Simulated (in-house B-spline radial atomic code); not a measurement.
# Tl⁺: ionisation energy by several methods

One table from this session's results is given with a row withheld; the runs are named, their logs left out.

Program: in-house B-spline radial atomic code version 1. Level of theory: Dirac-Coulomb, several functionals; spherical all-electron atom at the radial basis limit. These are calculated values, not measurements, unless marked.

## The system

* element: thallium (Z = 81)
* charge: +1
* electrons: 80
* configuration: [Xe] 4f14 5d10 6s2
* nucleus: Fermi, rms radius 5.476 fm

Outer shells as boxes (Hund's rule):

[Xe] 4f14 5d10 6s2
```
[Xe] core
4f [↑↓][↑↓][↑↓][↑↓][↑↓][↑↓][↑↓]
5d [↑↓][↑↓][↑↓][↑↓][↑↓]
6s [↑↓]
```

Set-up of the first run:

The run's settings:

```ini
Z = 81
electrons = 80.0
configuration = [Xe] 4f14 5d10 6s2
hamiltonian = dirac
method = b88,p86
spin_polarised = False
nucleus = fermi
rms_radius = 5.4759
mass_number = 205
atomic_mass = 204.974427318
speed_of_light = 137.035999084
```

Among the steps run: BP86, a GGA; AM05, a GGA; RPBE, a GGA; LDA (VWN5); PBEsol, a GGA; PBE, a GGA.

One of the session's tables, all rows but one given; the rest of the session is left out.

| method | ΔSCF (eV) | with Breit, QED, recoil (eV) |
| --- | --- | --- |
| LDA (VWN5) | ? | ? |
| BP86 | 20.961 | 20.909 |
| AM05 | 20.803 | 20.750 |
| RPBE | 20.627 | 20.575 |
| PBEsol | 20.838 | 20.785 |
| PBE | 20.775 | 20.722 |

Estimate the missing values for LDA (VWN5).

**Answer.** ΔSCF (eV): 21.188; with Breit, QED, recoil (eV): 21.136. In the column «ΔSCF (eV)» it is the highest.

What this shows: The tabulated ionisation energy is 20.4283 ± 0.0006 eV (measured; NIST Atomic Spectra Database). RPBE comes nearest (+0.146 eV) and LDA (VWN5) is farthest (+0.708 eV, 3.5 %). PBE is off by +0.294 eV. Open shells are averaged (over orientations, and over spins where the run is restricted), while tables refer to the lowest levels. For the semilocal functionals minus the highest level recovers only 78 to 79 % of their own ΔSCF value, a mark of self-interaction.

Members of this set that are not shown: 8 used exact exchange with fractional occupations of an open shell, which is unsound here.

**Measured values.**

NIST Atomic Spectra Database reports: ionisation energy of Tl⁺ 20.4283 eV.
